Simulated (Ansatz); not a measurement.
# B4Bi2: the cost of one run

Program: Ansatz 0.2.0. Level of theory: the levels named in each step. These are calculated values, not measurements.

**1. The structure to begin with**

Bond lengths: B1–B2 1.704 Å, B2–B4 1.619 Å, Bi3–B4 2.169 Å, B2–Bi5 1.688 Å, Bi3–Bi5 1.774 Å, B4–Bi5 2.384 Å, B1–B6 1.708 Å, Bi3–B6 1.780 Å, B4–B6 1.683 Å, Bi5–B6 2.456 Å. Angles (14 of 25 angles, heavy atoms first): B1–B2–B4 83.9°, B1–B2–Bi5 140.7°, B4–B2–Bi5 92.2°, B2–B1–B6 65.7°, B4–Bi3–Bi5 73.6°, B4–Bi3–B6 49.3°, Bi5–Bi3–B6 87.4°, B2–B4–Bi3 81.2°, B2–B4–Bi5 45.0°, B2–B4–B6 68.1°, Bi3–B4–Bi5 45.6°, Bi3–B4–B6 53.2°, Bi5–B4–B6 72.0°, B2–Bi5–Bi3 92.4°.

As a file:

```xyz
6

B    -2.6860   -0.9894    0.6936
B    -1.6461   -0.4050   -0.5230
Bi    0.5592   -0.3030    0.6508
B    -0.8052   -1.7524   -0.2110
Bi   -0.2388    0.5090   -0.7096
B    -1.0558   -0.8341    1.1773
```

**2. A rough first relaxation, PBE-D4/def2-SVPD**

File input.yaml:

```yaml
crystal:
  periodic: [false, false, false]
  atoms:
    - { symbol: B, position_ang: [-2.68601, -0.98936, 0.69357] }
    - { symbol: B, position_ang: [-1.64608, -0.40501, -0.52295] }
    - { symbol: Bi, position_ang: [0.55917, -0.30301, 0.65081] }
    - { symbol: B, position_ang: [-0.80518, -1.75236, -0.21102] }
    - { symbol: Bi, position_ang: [-0.23879, 0.50895, -0.70962] }
    - { symbol: B, position_ang: [-1.0558, -0.83413, 1.17734] }
magnetization:
  spin_polarized: true
  initial_magnetization: 1
total_charge: -1
basis:
  gaussian: { orbitals: def2-SVPD }
hamiltonian:
  xc: pbe
  dispersion: d4
relax:
  f_tol: 0.03
  max_steps: 200
```

Command:

```console
$ ansatz run input.yaml --threads 4 --pin off --max-ram 10240MiB --backend cpu --events-out ev --progress --plain --runs-dir out
```

Q: Estimate wall time and peak memory on 4 threads of Arm Neoverse V1, shared host.

About 70 s, with a peak of 0.34 GiB.
